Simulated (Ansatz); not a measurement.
# CH₄Cl₂OZr: up Jacob's ladder to CCSD(T)

One table from this session's results is given with a row withheld; the runs are named, their logs left out.

The runs use Ansatz 0.2.0, Gaussian basis; functionals in def2-TZVPP, the program's frozen cores in correlated methods.

The runs, in order: LDA (SPW92), PBE-D4, revPBE-D4, BLYP-D4, r2SCAN-D4, B97M-V, PBE0-D4, B3LYP-D4, r2SCANh-D4, r2SCAN0-D4, HSE06-D4, BHLYP-D4, CAM-B3LYP-D4, LC-ωPBE, ωB97X-V, ωB97M-V, B2PLYP, PBE-QIDH; CCSD(T)/def2-SVP; CCSD(T)/def2-TZVPP; MP2/def2-QZVPP; extrapolation to the limit; RPA on PBE.

### Structure used throughout

An earlier PBE0-D4 in a triple-zeta def2 set relaxation fixed the geometry. Zr takes the def2 core potential; no spin-orbit term is included.

9 atoms, charge 0, spin multiplicity 1.

Atoms are counted from 1 here; the program's logs count them from 0.

Bond lengths: C1–Zr2 2.194 Å, C1–H6 1.096 Å, C1–H7 1.096 Å, C1–H8 1.096 Å, Zr2–O3 1.890 Å, Zr2–Cl4 2.351 Å, Zr2–Cl5 2.351 Å, O3–H9 0.954 Å. Angles: Zr2–C1–H6 111.0°, Zr2–C1–H7 111.0°, Zr2–C1–H8 110.2°, H6–C1–H7 108.1°, H6–C1–H8 108.3°, H7–C1–H8 108.3°, C1–Zr2–O3 104.7°, C1–Zr2–Cl4 106.3°, C1–Zr2–Cl5 106.3°, O3–Zr2–Cl4 112.5°, O3–Zr2–Cl5 112.5°, Cl4–Zr2–Cl5 113.7°, Zr2–O3–H9 169.1°.

Set-up of the first run:

Contents of in.yaml:

```yaml
crystal:
  periodic: [false, false, false]
  atoms:
    - {symbol: C, position_ang: [-1.385423, -0.156354, 0.219845]}
    - {symbol: Zr, position_ang: [0.656776, 0.277925, -0.453652]}
    - {symbol: O, position_ang: [1.769684, -0.474846, 0.875953]}
    - {symbol: Cl, position_ang: [0.900898, -0.780086, -2.538401]}
    - {symbol: Cl, position_ang: [0.831945, 2.619710, -0.555800]}
    - {symbol: H, position_ang: [-1.578934, 0.292973, 1.200110]}
    - {symbol: H, position_ang: [-1.549726, -1.236488, 0.301175]}
    - {symbol: H, position_ang: [-2.112590, 0.248794, -0.493204]}
    - {symbol: H, position_ang: [2.467369, -0.791626, 1.443974]}
basis:
  gaussian: {orbitals: def2-TZVPP}
hamiltonian: {xc: lda}
output: {orbitals: {seedname: orbitals}}
```

Launch:

```console
> ansatz run in.yaml --threads 4 --pin off --events-out ev --progress --plain --max-ram 10444MiB
```

Steps of the session up to this table: LDA; PBE-D4 (GGA); revPBE-D4 (GGA); BLYP-D4 (GGA); r2SCAN-D4 (meta-GGA); B97M-V (meta-GGA); PBE0-D4 (hybrid); B3LYP-D4 (hybrid); r2SCANh-D4 (hybrid); r2SCAN0-D4 (hybrid); HSE06-D4 (hybrid); BHLYP-D4 (hybrid); CAM-B3LYP-D4 (range-separated); LC-ωPBE (range-separated); ωB97X-V (range-separated); ωB97M-V (range-separated); B2PLYP (double hybrid); PBE-QIDH (double hybrid).

One table of the session follows, with a row left open; its other results are not shown here.

It belongs to the step «Orbital energies across the functionals». 

```
  functional  HOMO (eV)  LUMO (eV)  gap (eV)
 LDA (SPW92)      -6.89      -2.68      4.21
      PBE-D4      -6.75      -2.44      4.30
   revPBE-D4      -6.69      -2.35      4.34
     BLYP-D4      -6.60      -2.32      4.29
   r2SCAN-D4      -7.05      -2.26      4.79
      B97M-V      -7.12      -2.20      4.92
     PBE0-D4      -8.10      -1.58      6.52
    B3LYP-D4      -7.85      -1.79      6.06
  r2SCANh-D4      -7.55      -1.94      5.61
  r2SCAN0-D4      -8.30      -1.46      6.84
    HSE06-D4      -7.69      -1.95      5.74
    BHLYP-D4          ?          ?         ?
CAM-B3LYP-D4      -9.49      -0.45      9.04
     LC-ωPBE     -10.91       0.73     11.64
     ωB97X-V     -10.54       0.63     11.17
     ωB97M-V     -10.39       0.55     10.93
```

Q: Estimate the row for BHLYP-D4 from the others.

Worked estimate for «HOMO (eV)». Against the share of exact exchange, BLYP-D4 (0, -6.60), B3LYP-D4 (0.2, -7.85) give a slope of -6.25 per unit share; at 0.5 the line stands at -9.72.

As computed: HOMO (eV): -9.33; LUMO (eV): -0.54; gap (eV): 8.79. In «HOMO (eV)» the line misses by -0.39.
